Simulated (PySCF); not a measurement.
# C8H8SSe: the cost of one run

Programs: PySCF 2.14.0, with routines of our own; each step states its level. All values are computed. Atoms count from 0.

## 1. The system as given

18 atoms, charge 0, multiplicity 1; geometry from: GFN2-xTB.

## 2. Relaxing the molecule at PBE0-D3(BJ)/def2-SVP

What the job is given:

```
{"job": {"xc": "PBE0", "basis": "def2-SVP", "d3": "d3bj", "grid": 2, "kind": "geom"}, "charge": 0, "multiplicity": 1}
C      3.487277    -0.778397    -0.461285
Se     2.664394     0.887238     0.138282
C      0.811984     0.516252    -0.068179
C     -0.076339     1.539619     0.276168
C     -1.429693     1.351601     0.155620
C     -1.943436     0.131936    -0.313092
C     -3.351448    -0.085749    -0.446302
S     -4.516722     0.999900    -0.092969
C     -1.041576    -0.885591    -0.654058
C      0.317147    -0.698599    -0.534098
H      4.561252    -0.632665    -0.376541
H      3.175830    -1.597575     0.182451
H      3.223139    -0.967937    -1.499024
H      0.319573     2.479683     0.636996
H     -2.122261     2.137452     0.417933
H     -3.655286    -1.061725    -0.816470
H     -1.421357    -1.830094    -1.017745
H      0.988760    -1.499033    -0.804103
```

Launch:

```sh
OMP_NUM_THREADS=1 python excited_run.py task.json out
```

One launch serves the whole session: the jobs run in the order shown.

Q: Estimate the wall time and peak memory of this first job on 1 thread of Arm Neoverse V1, shared host.

About 2.5 min, with a peak of 0.98 GiB.
